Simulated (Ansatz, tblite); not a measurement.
# B(NH2Me)Me3 (C4H14BN): a ladder of methods and basis sets

The task here is to estimate one member of a computed series from the others.

Computed with Ansatz 0.2.0, Gaussian basis. Level: as each input shows.

The runs, in order: GFN1-xTB, GFN2-xTB, PBE-D4/def2-TZVP, r2SCAN-D4/def2-TZVP, BLYP-D4/def2-TZVP, ωB97X-V/def2-TZVP, HSE06-D4/def2-TZVP, PBE-D4/def2-SVP, PBE0-D4/def2-SVP, HF/STO-3G, CCSD(T)/def2-SVP, MP2/def2-TZVP.

2 further runs of the same task are left out: 2 set aside as unsound or not needed. Runs told in other sessions of the task aren't counted.

### The geometry

The geometry is that of the singlet, from an earlier relaxation (PBE-D4/def2-SVP).

20 atoms, charge 0, spin multiplicity 1.

Bond lengths: B1–C3 1.628 Å, B1–C4 1.628 Å, B1–C5 1.631 Å, B1–N6 1.685 Å, C2–N6 1.477 Å, C2–H9 1.108 Å, C2–H10 1.105 Å, C2–H11 1.105 Å, C3–H12 1.111 Å, C3–H13 1.115 Å, C3–H14 1.113 Å, C4–H15 1.111 Å, C4–H16 1.113 Å, C4–H17 1.115 Å, C5–H18 1.115 Å, C5–H19 1.115 Å, C5–H20 1.111 Å, N6–H7 1.032 Å and more. Angles: C3–B1–C4 114.3°, C3–B1–C5 113.0°, C3–B1–N6 106.4°, C4–B1–C5 113.0°, C4–B1–N6 106.4°, C5–B1–N6 102.5°, N6–C2–H9 112.1°, N6–C2–H10 108.8°, N6–C2–H11 108.8°, H9–C2–H10 109.5°, H9–C2–H11 109.5°, H10–C2–H11 108.1°, B1–C3–H12 109.2°, B1–C3–H13 113.8°, B1–C3–H14 114.6°, H12–C3–H13 105.7°, H12–C3–H14 105.7°, H13–C3–H14 107.3° and more.

Coordinates:

```
B    -0.1200   -0.1970   -0.4669
C     0.5482    0.9023    1.9259
C     1.4402   -0.2279   -0.9301
C    -0.9238    1.1462   -0.9137
C    -0.9208   -1.5701   -0.8300
N    -0.1168   -0.2100    1.2185
H     0.3055   -1.1102    1.4939
H    -1.1069   -0.2714    1.5020
H     0.4850    0.7935    3.0272
H     1.6090    0.9356    1.6190
H     0.0734    1.8523    1.6213
H     1.4905   -0.3418   -2.0345
H     2.0161   -1.0864   -0.5117
H     2.0117    0.6987   -0.6971
H    -1.0530    1.1437   -2.0175
H    -0.4023    2.1004   -0.6744
H    -1.9529    1.2156   -0.4896
H    -1.9685   -1.5938   -0.4478
H    -0.4167   -2.4947   -0.4622
H    -0.9977   -1.6850   -1.9323
```

PBE0-D4/def2-TZVP was run before; its log isn't repeated, and its numbers join the tables.

Set-up of the first run:

Tight binding, by tblite at 300 K electronic temperature and without a spin-polarisation term:

```python
tblite.interface.Calculator('GFN1-xTB', numbers, positions, charge=0, uhf=0).singlepoint()
```

Tight binding, by tblite at 300 K electronic temperature and without a spin-polarisation term:

```python
tblite.interface.Calculator('GFN2-xTB', numbers, positions, charge=0, uhf=0).singlepoint()
```

start.molden holds the orbitals of an earlier run on this state, given as this run's starting guess.

File in.yaml:

```yaml
crystal:
  periodic: [false, false, false]
  atoms:
    - {symbol: B, position_ang: [-0.120003, -0.197000, -0.466911]}
    - {symbol: C, position_ang: [0.548240, 0.902339, 1.925927]}
    - {symbol: C, position_ang: [1.440198, -0.227886, -0.930115]}
    - {symbol: C, position_ang: [-0.923820, 1.146194, -0.913740]}
    - {symbol: C, position_ang: [-0.920844, -1.570149, -0.829952]}
    - {symbol: N, position_ang: [-0.116790, -0.210042, 1.218516]}
    - {symbol: H, position_ang: [0.305457, -1.110248, 1.493882]}
    - {symbol: H, position_ang: [-1.106911, -0.271354, 1.502030]}
    - {symbol: H, position_ang: [0.484972, 0.793506, 3.027170]}
    - {symbol: H, position_ang: [1.609040, 0.935592, 1.619009]}
    - {symbol: H, position_ang: [0.073407, 1.852292, 1.621314]}
    - {symbol: H, position_ang: [1.490493, -0.341786, -2.034451]}
    - {symbol: H, position_ang: [2.016100, -1.086388, -0.511726]}
    - {symbol: H, position_ang: [2.011746, 0.698731, -0.697089]}
    - {symbol: H, position_ang: [-1.053044, 1.143715, -2.017532]}
    - {symbol: H, position_ang: [-0.402329, 2.100358, -0.674443]}
    - {symbol: H, position_ang: [-1.952925, 1.215626, -0.489610]}
    - {symbol: H, position_ang: [-1.968539, -1.593758, -0.447830]}
    - {symbol: H, position_ang: [-0.416726, -2.494749, -0.462170]}
    - {symbol: H, position_ang: [-0.997733, -1.685002, -1.932290]}
basis:
  gaussian: {orbitals: def2-TZVP, initial_orbitals: start.molden}
hamiltonian: {xc: pbe, dispersion: d4}
scf: {omitted_lower_state_checks: [starts]}
output: {forces: true, orbitals: {seedname: orbitals}}
```

Run with:

```
$ ansatz run in.yaml --threads 4 --pin off --events-out ev --progress --plain --max-ram 4787MiB
```

Among the steps run: PBE-D4/def2-TZVP; r2SCAN-D4/def2-TZVP; BLYP-D4/def2-TZVP; ωB97X-V/def2-TZVP; HSE06-D4/def2-TZVP; PBE-D4/def2-SVP; PBE0-D4/def2-SVP; HF/STO-3G; CCSD(T)/def2-SVP; MP2/def2-TZVP.

One of the session's tables, all rows but one given; the rest of the session is left out.

It belongs to the step «Binding energy». 

```
             method  binding an atom (eV)
          HF/STO-3G                 3.728
        HF/def2-SVP                     ?
       HF/def2-TZVP                 2.932
    PBE-D4/def2-SVP                 3.998
   PBE-D4/def2-TZVP                 3.967
  BLYP-D4/def2-TZVP                 3.894
r2SCAN-D4/def2-TZVP                 3.910
   PBE0-D4/def2-SVP                 3.961
  PBE0-D4/def2-TZVP                 3.923
 HSE06-D4/def2-TZVP                 3.925
  ωB97X-V/def2-TZVP                 3.910
       MP2/def2-SVP                 3.765
      MP2/def2-TZVP                 3.792
      CCSD/def2-SVP                 3.728
   CCSD(T)/def2-SVP                 3.758
```

**Question.** Estimate the row for HF/def2-SVP.

As computed: binding an atom (eV): 2.989. In the column «binding an atom (eV)» it lies between HF/def2-TZVP (2.932) and HF/STO-3G (3.728).

Limits of these values: Free atoms were run apart at each level; binding is atoms less cluster, divided by the number of atoms, without zero-point or spin-orbit terms.
